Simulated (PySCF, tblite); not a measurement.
# C₁₀H₈: vibronic structure

What do calculations give for the vibronic structure of C₁₀H₈ (`C#Cc1ccccc1C=C`)?

Computed with tblite 0.8.0 and PySCF 2.14.0 and routines of our own; the level stands in each step. Atoms count from 0.

## 1. The starting structure

18 atoms, charge 0, multiplicity 1; geometry from: force field or distance geometry start.

## 2. Geometry optimisation with GFN2-xTB

The job: settings as JSON, then the geometry in Å.

```
{"job": {"kind": "relax", "xc": "GFN2-xTB", "basis": "xTB"}, "charge": 0, "multiplicity": 1}
C     -0.949500     3.194200     0.035400
C     -0.367300     2.159400    -0.011900
C      0.366700     0.909100    -0.042800
C      1.756400     0.971700     0.015500
C      2.511000    -0.209700    -0.002600
C      1.868300    -1.439900    -0.121100
C      0.480000    -1.496500    -0.192200
C     -0.293400    -0.325500    -0.137500
C     -1.761900    -0.426600    -0.249800
C     -2.517400    -1.320500     0.412700
H     -1.491100     4.118300     0.071000
H      2.261900     1.919300     0.107300
H      3.591400    -0.157100     0.054100
H      2.462100    -2.355800    -0.156700
H      0.001000    -2.464300    -0.289200
H     -2.252100     0.306600    -0.885800
H     -2.081200    -2.044800     1.090400
H     -3.593700    -1.331500     0.291500
```

Command:

```console
$ OMP_NUM_THREADS=1 python excited_run.py task.json out
```

One launch serves the whole session: the jobs run in the order shown.

Standard output:

```text
step      E/eV     max force
  0    -690.41662    2.375
  1    -690.33986    5.424
  2    -690.47539    0.496
  3    -690.48389    0.530
  4    -690.49218    0.284
  5    -690.50032    0.169
  6    -690.50196    0.140
  7    -690.50434    0.117
  8    -690.50686    0.109
  9    -690.50811    0.119
 10    -690.50900    0.096
 11    -690.50977    0.062
 12    -690.51068    0.087
 13    -690.51152    0.079
 14    -690.51223    0.076
 15    -690.51295    0.069
 16    -690.51383    0.085
 17    -690.51477    0.089
 18    -690.51556    0.078
 19    -690.51620    0.068
 20    -690.51688    0.069
 21    -690.51789    0.096
 22    -690.51934    0.121
 23    -690.52086    0.113
 24    -690.52204    0.086
 25    -690.52302    0.080
 26    -690.52392    0.079
 27    -690.52475    0.078
 28    -690.52553    0.070
 29    -690.52625    0.068
 30    -690.52693    0.077
 31    -690.52758    0.072
 32    -690.52822    0.064
 33    -690.52885    0.057
 34    -690.52938    0.093
 35    -690.52992    0.092
 36    -690.53038    0.060
 37    -690.53089    0.050
 38    -690.53127    0.048
 39    -690.53161    0.043
 40    -690.53182    0.035
 41    -690.53204    0.034
 42    -690.53233    0.038
 43    -690.53274    0.044
 44    -690.53317    0.055
 45    -690.53358    0.056
 46    -690.53404    0.056
 47    -690.53462    0.067
 48    -690.53522    0.063
 49    -690.53574    0.055
 50    -690.53615    0.051
 51    -690.53641    0.071
 52    -690.53689    0.054
 53    -690.53735    0.039
 54    -690.53766    0.041
 55    -690.53788    0.036
 56    -690.53806    0.026
 57    -690.53824    0.021
 58    -690.53841    0.028
 59    -690.53853    0.032
 60    -690.53862    0.026
 61    -690.53871    0.025
 62    -690.53880    0.023
 63    -690.53889    0.019
 64    -690.53896    0.021
 65    -690.53903    0.022
 66    -690.53910    0.021
 67    -690.53918    0.029
 68    -690.53926    0.021
 69    -690.53936    0.020
 70    -690.53946    0.013
 71    -690.53950    0.013
 72    -690.53954    0.012
 73    -690.53957    0.013
 74    -690.53960    0.014
 75    -690.53962    0.009
```

Run time: 0.52 s. Hardware: 1 thread of Arm Neoverse V1, shared host.

The steps of the relaxation: (not every step is listed) (the energy doesn't fall at every step)

| step | energy from step 0 (eV) | largest force (eV/Å) |
| --- | --- | --- |
| 0 | 0.0000 | 2.3754 |
| 1 | 0.0768 | 5.4240 |
| 2 | -0.0588 | 0.4961 |
| 3 | -0.0673 | 0.5302 |
| 4 | -0.0756 | 0.2842 |
| 5 | -0.0837 | 0.1695 |
| 6 | -0.0853 | 0.1405 |
| 7 | -0.0877 | 0.1175 |
| 8 | -0.0902 | 0.1089 |
| 14 | -0.0956 | 0.0757 |
| 20 | -0.1003 | 0.0692 |
| 26 | -0.1073 | 0.0787 |
| 32 | -0.1116 | 0.0637 |
| 38 | -0.1146 | 0.0478 |
| 44 | -0.1166 | 0.0551 |
| 50 | -0.1195 | 0.0508 |
| 56 | -0.1214 | 0.0261 |
| 62 | -0.1222 | 0.0232 |
| 68 | -0.1226 | 0.0214 |
| 70 | -0.1228 | 0.0132 |
| 71 | -0.1229 | 0.0134 |
| 72 | -0.1229 | 0.0121 |
| 73 | -0.1230 | 0.0128 |
| 74 | -0.1230 | 0.0142 |
| 75 | -0.1230 | 0.0090 |

Distances of close pairs at the start and the end, largest changes first:

| bond | before (Å) | after (Å) | change (Å) |
| --- | --- | --- | --- |
| C1–C2 | 1.450 | 1.416 | -0.034 |
| C0–H10 | 1.072 | 1.049 | -0.023 |
| C3–C4 | 1.402 | 1.381 | -0.021 |
| C7–C8 | 1.476 | 1.458 | -0.018 |
| C8–C9 | 1.345 | 1.328 | -0.017 |
| C0–C1 | 1.188 | 1.201 | +0.013 |
| C5–H13 | 1.092 | 1.080 | -0.012 |
| C6–C7 | 1.404 | 1.394 | -0.010 |

The next job starts from the end point, and lists it.

## 3. Vibrational analysis with GFN2-xTB

The job: settings as JSON, then the geometry in Å.

```
{"job": {"kind": "ir", "xc": "GFN2-xTB", "basis": "xTB"}, "charge": 0, "multiplicity": 1}
C     -0.933185     3.187187    -0.062475
C     -0.354214     2.134950    -0.053169
C      0.367596     0.916714    -0.047874
C      1.760710     0.969721    -0.047695
C      2.504057    -0.193798    -0.048392
C      1.858702    -1.421441    -0.049063
C      0.478687    -1.482000    -0.039728
C     -0.297563    -0.324204    -0.034113
C     -1.755009    -0.354858    -0.026139
C     -2.518272    -1.411260     0.228118
H     -1.449762     4.100194    -0.068918
H      2.248839     1.933811    -0.049800
H      3.583129    -0.147602    -0.051844
H      2.436213    -2.334331    -0.060945
H     -0.007263    -2.445538    -0.047724
H     -2.224178     0.598747    -0.233790
H     -2.114802    -2.380520     0.467432
H     -3.592444    -1.339454     0.214463
```

Standard output:

```text
mode    cm-1     km/mol
  1      37.4      0.05
  2     105.7      0.02
  3     129.7      0.04
  4     186.7      0.76
  5     232.5      0.25
  6     319.8      0.06
  7     387.9      0.41
  8     402.3      1.57
  9     441.1      0.97
 10     490.4      3.28
 11     514.4      2.39
 12     559.9      0.52
 13     611.7      2.24
 14     644.4      6.03
 15     669.4     13.67
 16     730.1      3.75
 17     750.9      0.46
 18     782.4     23.12
 19     801.9      0.19
 20     877.7      1.03
 21     889.3     12.15
 22     915.1      1.11
 23     927.3      0.06
 24    1012.3     15.33
 25    1024.9      2.93
 26    1096.4      0.28
 27    1099.0      0.07
 28    1181.1      0.09
 29    1206.2      0.03
 30    1242.8      0.06
 31    1260.6      0.78
 32    1296.0      0.46
 33    1328.2      0.05
 34    1416.9      0.24
 35    1433.1      0.09
 36    1458.9      0.88
 37    1562.4      0.49
 38    1586.5      0.34
 39    1673.2      1.14
 40    2251.5      0.18
 41    3059.1     17.08
 42    3074.2      0.50
 43    3079.6     33.17
 44    3089.6     71.24
 45    3096.7     32.65
 46    3107.9     25.67
 47    3128.8     40.72
 48    3395.1      3.25
```

Wall time 0.66 s (1 thread of Arm Neoverse V1, shared host).

Which atoms move in the most intense modes:

| cm⁻¹ | km/mol | atoms |
| --- | --- | --- |
| 782 | 23.1 | H12 24 %, H13 22 %, H14 12 %, H11 11 % |
| 1012 | 15.3 | H15 57 %, H16 33 % |
| 3059 | 17.1 | H15 91 % |
| 3080 | 33.2 | H11 48 %, H13 34 % |
| 3090 | 71.2 | H12 42 %, H11 27 %, H14 18 % |
| 3097 | 32.6 | H14 62 %, H13 16 % |
| 3108 | 25.7 | H16 50 %, H17 42 % |
| 3129 | 40.7 | H17 50 %, H16 38 % |

## 4. Vibronic structure: TDDFT B3LYP/def2-SV(P)

Settings changed since step 3:

```diff
@@ -1,2 +1,2 @@
-{"job": {"kind": "ir", "xc": "GFN2-xTB", "basis": "xTB"}, "charge": 0, "multiplicity": 1}
+{"job": {"kind": "vib", "xc": "B3LYP", "basis": "def2-SV(P)", "tda": false}, "charge": 0, "multiplicity": 1}
 C     -0.933185     3.187187    -0.062475
```

Method: TDDFT B3LYP/def2-SV(P) vertical-gradient vibronic structure (displaced harmonic oscillators, Condon), gas phase.

Standard output:

```text
final grid: 71576 points
cycle   1  E = -385.4355415034  dE =  1.647e+00  |g| = 4.498e-01  |ddm| = 5.994e+00
cycle   2  E = -385.4452914104  dE = -9.750e-03  |g| = 4.208e-01  |ddm| = 1.418e+00
cycle   3  E = -385.4931750759  dE = -4.788e-02  |g| = 7.454e-02  |ddm| = 5.890e-01
cycle   4  E = -385.4940023137  dE = -8.272e-04  |g| = 5.118e-02  |ddm| = 1.460e-01
cycle   5  E = -385.4946817932  dE = -6.795e-04  |g| = 1.664e-02  |ddm| = 7.119e-02
cycle   6  E = -385.4947502416  dE = -6.845e-05  |g| = 4.190e-03  |ddm| = 1.838e-02
cycle   7  E = -385.4947547492  dE = -4.508e-06  |g| = 1.311e-03  |ddm| = 5.473e-03
cycle   8  E = -385.4947551937  dE = -4.445e-07  |g| = 1.832e-04  |ddm| = 1.532e-03
cycle   9  E = -385.4947552004  dE = -6.691e-09  |g| = 9.260e-05  |ddm| = 3.005e-04
cycle  10  E = -385.4947552025  dE = -2.141e-09  |g| = 3.223e-05  |ddm| = 1.443e-04
cycle  11  E = -385.4947552028  dE = -2.816e-10  |g| = 7.361e-06  |ddm| = 4.619e-05
converged SCF energy = -385.4947552028

Singlet excitations (eV, f): 4.489 (0.0052)  4.762 (0.3045)  5.274 (0.0037)  5.400 (0.3328)  5.685 (0.2517)  5.927 (0.0016)

State S1  4.4887 eV  f = 0.00518  H->L+1 0.49, H-1->L 0.47
  relaxed dipole 0.806 D, largest gradient of the excitation energy 0.0506 Eh/bohr
  mode    cm-1        S   lambda/meV  Raman
   39   1673.2    0.1833      38.0   1.000
   30   1242.8    0.2462      37.9   0.741
   31   1260.6    0.1553      24.3   0.481
   40   2251.5    0.0695      19.4   0.687
   36   1458.9    0.0855      15.5   0.355
   27   1099.0    0.0529       7.2   0.125
    4    186.7    0.2300       5.3   0.016
   25   1024.9    0.0352       4.5   0.072
   17    750.9    0.0479       4.5   0.053
   34   1416.9    0.0245       4.3   0.096
   32   1296.0    0.0139       2.2   0.045
   24   1012.3    0.0135       1.7   0.027
  reorganisation energy 0.1767 eV, total S 1.345, 0-0 4.3120 eV
  absorption maximum 4.316 eV, width 0.210 eV

State S2  4.7622 eV  f = 0.30454  H->L 0.89
  relaxed dipole 0.439 D, largest gradient of the excitation energy 0.0703 Eh/bohr
  mode    cm-1        S   lambda/meV  Raman
   37   1562.4    0.2833      54.9   0.964
   39   1673.2    0.2562      53.1   1.000
   36   1458.9    0.2547      46.1   0.756
   40   2251.5    0.1259      35.2   0.890
   30   1242.8    0.1417      21.8   0.305
   31   1260.6    0.1098      17.2   0.243
   12    559.9    0.1286       8.9   0.056
   28   1181.1    0.0601       8.8   0.117
    9    441.1    0.0855       4.7   0.023
   24   1012.3    0.0346       4.3   0.050
   17    750.9    0.0394       3.7   0.031
   32   1296.0    0.0191       3.1   0.045
  reorganisation energy 0.2842 eV, total S 1.993, 0-0 4.4780 eV
  absorption maximum 4.482 eV, width 0.428 eV

State S4  5.4004 eV  f = 0.33278  H-1->L 0.44, H->L+1 0.38, H-1->L+1 0.10
  relaxed dipole 0.221 D, largest gradient of the excitation energy 0.0597 Eh/bohr
  mode    cm-1        S   lambda/meV  Raman
   39   1673.2    0.4077      84.6   1.000
   37   1562.4    0.1503      29.1   0.321
   38   1586.5    0.1442      28.4   0.318
   31   1260.6    0.1316      20.6   0.183
   30   1242.8    0.1150      17.7   0.156
    5    232.5    0.4939      14.2   0.023
    4    186.7    0.4629      10.7   0.014
   40   2251.5    0.0336       9.4   0.149
   34   1416.9    0.0504       8.8   0.089
   35   1433.1    0.0352       6.3   0.063
    7    387.9    0.1183       5.7   0.016
   27   1099.0    0.0361       4.9   0.038
  reorganisation energy 0.2632 eV, total S 2.478, 0-0 5.1372 eV
  absorption maximum 5.353 eV, width 0.452 eV

State T1  3.1221 eV  f = 0.00000  H->L 0.86
  relaxed dipole 0.256 D, largest gradient of the excitation energy 0.0865 Eh/bohr
  mode    cm-1        S   lambda/meV  Raman
   39   1673.2    0.7318     151.8   1.000
   36   1458.9    0.3119      56.4   0.324
   38   1586.5    0.2150      42.3   0.264
   37   1562.4    0.2152      41.7   0.256
   31   1260.6    0.2117      33.1   0.164
   30   1242.8    0.1310      20.2   0.099
    4    186.7    0.5395      12.5   0.009
   35   1433.1    0.0638      11.3   0.064
   40   2251.5    0.0341       9.5   0.084
   12    559.9    0.1300       9.0   0.020
   34   1416.9    0.0491       8.6   0.048
   28   1181.1    0.0554       8.1   0.038
  reorganisation energy 0.4447 eV, total S 3.311, 0-0 2.6774 eV
  absorption maximum 3.079 eV, width 0.494 eV
```

Wall time 49 s (1 thread of Arm Neoverse V1, shared host); peak memory 0.88 GiB.

## 5. Vibronic structure: TDA BHandHLYP/def2-SV(P)

Settings changed since step 4:

```diff
@@ -1,2 +1,2 @@
-{"job": {"kind": "vib", "xc": "B3LYP", "basis": "def2-SV(P)", "tda": false}, "charge": 0, "multiplicity": 1}
+{"job": {"kind": "vib", "xc": "BHandHLYP", "basis": "def2-SV(P)", "tda": true}, "charge": 0, "multiplicity": 1}
 C     -0.933185     3.187187    -0.062475
```

Method: TDA BHandHLYP/def2-SV(P) vertical-gradient vibronic structure (displaced harmonic oscillators, Condon), gas phase.

Standard output:

```text
final grid: 71576 points
cycle   1  E = -385.2027959175  dE =  2.144e+00  |g| = 3.654e-01  |ddm| = 5.494e+00
cycle   2  E = -385.2388594661  dE = -3.606e-02  |g| = 1.920e-01  |ddm| = 1.125e+00
cycle   3  E = -385.2462477347  dE = -7.388e-03  |g| = 9.351e-02  |ddm| = 2.852e-01
cycle   4  E = -385.2478959770  dE = -1.648e-03  |g| = 5.127e-02  |ddm| = 1.588e-01
cycle   5  E = -385.2486041561  dE = -7.082e-04  |g| = 6.626e-03  |ddm| = 6.040e-02
cycle   6  E = -385.2486143342  dE = -1.018e-05  |g| = 1.988e-03  |ddm| = 9.079e-03
cycle   7  E = -385.2486154329  dE = -1.099e-06  |g| = 5.829e-04  |ddm| = 2.649e-03
cycle   8  E = -385.2486155341  dE = -1.012e-07  |g| = 1.800e-04  |ddm| = 8.224e-04
cycle   9  E = -385.2486155475  dE = -1.344e-08  |g| = 5.775e-05  |ddm| = 3.423e-04
cycle  10  E = -385.2486155489  dE = -1.405e-09  |g| = 3.672e-05  |ddm| = 1.241e-04
cycle  11  E = -385.2486155495  dE = -6.305e-10  |g| = 7.694e-06  |ddm| = 7.010e-05
converged SCF energy = -385.2486155495

Singlet excitations (eV, f): 5.048 (0.0016)  5.252 (0.3689)  5.798 (0.0024)  6.091 (0.6952)  6.455 (0.0246)  6.558 (0.3536)

State S1  5.0479 eV  f = 0.00164  H->L+1 0.49, H-1->L 0.45
  relaxed dipole 0.204 D, largest gradient of the excitation energy 0.0501 Eh/bohr
  mode    cm-1        S   lambda/meV  Raman
   30   1242.8    0.3066      47.2   1.000
   31   1260.6    0.1836      28.7   0.616
   39   1673.2    0.1242      25.8   0.734
   36   1458.9    0.0868      15.7   0.390
   40   2251.5    0.0483      13.5   0.517
   27   1099.0    0.0864      11.8   0.220
   17    750.9    0.0664       6.2   0.079
   25   1024.9    0.0482       6.1   0.107
    4    186.7    0.1875       4.3   0.014
   34   1416.9    0.0186       3.3   0.079
   32   1296.0    0.0133       2.1   0.047
   28   1181.1    0.0132       1.9   0.039
  reorganisation energy 0.1748 eV, total S 1.307, 0-0 4.8731 eV
  absorption maximum 4.877 eV, width 0.202 eV

State S2  5.2524 eV  f = 0.36893  H->L 0.80, H-1->L+1 0.12
  relaxed dipole 0.230 D, largest gradient of the excitation energy 0.0721 Eh/bohr
  mode    cm-1        S   lambda/meV  Raman
   36   1458.9    0.3008      54.4   0.770
   40   2251.5    0.1639      45.8   1.000
   39   1673.2    0.2066      42.9   0.696
   37   1562.4    0.2075      40.2   0.610
   30   1242.8    0.1931      29.8   0.359
   31   1260.6    0.1488      23.2   0.284
   12    559.9    0.1135       7.9   0.043
   28   1181.1    0.0524       7.7   0.088
   24   1012.3    0.0324       4.1   0.040
   17    750.9    0.0419       3.9   0.028
   38   1586.5    0.0182       3.6   0.055
    5    232.5    0.1101       3.2   0.007
  reorganisation energy 0.2875 eV, total S 1.917, 0-0 4.9649 eV
  absorption maximum 4.969 eV, width 0.406 eV

State S4  6.0911 eV  f = 0.69524  H-1->L 0.42, H->L+1 0.38
  relaxed dipole 0.327 D, largest gradient of the excitation energy 0.0749 Eh/bohr
  mode    cm-1        S   lambda/meV  Raman
   40   2251.5    0.2414      67.4   1.000
   39   1673.2    0.2444      50.7   0.559
   30   1242.8    0.1169      18.0   0.148
   31   1260.6    0.0955      14.9   0.124
    5    232.5    0.4316      12.4   0.019
   36   1458.9    0.0575      10.4   0.100
   37   1562.4    0.0413       8.0   0.082
   38   1586.5    0.0406       8.0   0.084
    4    186.7    0.2726       6.3   0.008
   34   1416.9    0.0221       3.9   0.036
   17    750.9    0.0369       3.4   0.017
    7    387.9    0.0648       3.1   0.008
  reorganisation energy 0.2254 eV, total S 1.981, 0-0 5.8657 eV
  absorption maximum 5.884 eV, width 0.270 eV

State T1  3.0870 eV  f = 0.00000  H->L 0.75, H-1->L+1 0.13
  relaxed dipole 0.351 D, largest gradient of the excitation energy 0.0920 Eh/bohr
  mode    cm-1        S   lambda/meV  Raman
   39   1673.2    0.8752     181.6   1.000
   36   1458.9    0.3000      54.3   0.261
   38   1586.5    0.2224      43.8   0.228
   31   1260.6    0.2333      36.5   0.151
   37   1562.4    0.1580      30.6   0.157
   30   1242.8    0.1525      23.5   0.096
    4    186.7    0.5878      13.6   0.008
   35   1433.1    0.0686      12.2   0.058
   34   1416.9    0.0634      11.1   0.052
   40   2251.5    0.0292       8.1   0.060
   28   1181.1    0.0498       7.3   0.028
   12    559.9    0.0998       6.9   0.013
  reorganisation energy 0.4717 eV, total S 3.488, 0-0 2.6153 eV
  absorption maximum 3.019 eV, width 0.502 eV
```

Run time: 39 s. Hardware: 1 thread of Arm Neoverse V1, shared host; peak memory 1 GiB.

## 6. Outcome

```
                                                                                          quantity                     value
                                                         strongest single infrared mode (GFN2-xTB)      3090 cm⁻¹, 71 km/mol
                                                                      zero-point energy (GFN2-xTB)             86.6 kcal/mol
  S1: vertical, reorganisation, 0-0, total S (step 4, TDDFT B3LYP/def2-SV(P), modes from GFN2-xTB)  4.49, 0.18, 4.31 eV; 1.3
  S2: vertical, reorganisation, 0-0, total S (step 4, TDDFT B3LYP/def2-SV(P), modes from GFN2-xTB)  4.76, 0.28, 4.48 eV; 2.0
  S4: vertical, reorganisation, 0-0, total S (step 4, TDDFT B3LYP/def2-SV(P), modes from GFN2-xTB)  5.40, 0.26, 5.14 eV; 2.5
S1: vertical, reorganisation, 0-0, total S (step 5, TDA BHandHLYP/def2-SV(P), modes from GFN2-xTB)  5.05, 0.17, 4.87 eV; 1.3
S2: vertical, reorganisation, 0-0, total S (step 5, TDA BHandHLYP/def2-SV(P), modes from GFN2-xTB)  5.25, 0.29, 4.96 eV; 1.9
S4: vertical, reorganisation, 0-0, total S (step 5, TDA BHandHLYP/def2-SV(P), modes from GFN2-xTB)  6.09, 0.23, 5.87 eV; 2.0
```

In words: No mode is imaginary among the 48: a minimum at this level. The strongest single mode, at 3090 cm⁻¹, is carried by H12, H11, H14. Unscaled tight-binding wavenumbers are off by several per cent, some by more. Its intensities can rank the bands wrongly. The vibronic model keeps the ground-state modes (from xTB) and shifts them along the gradient alone, so it can miss much of the relaxation that a full optimisation finds.
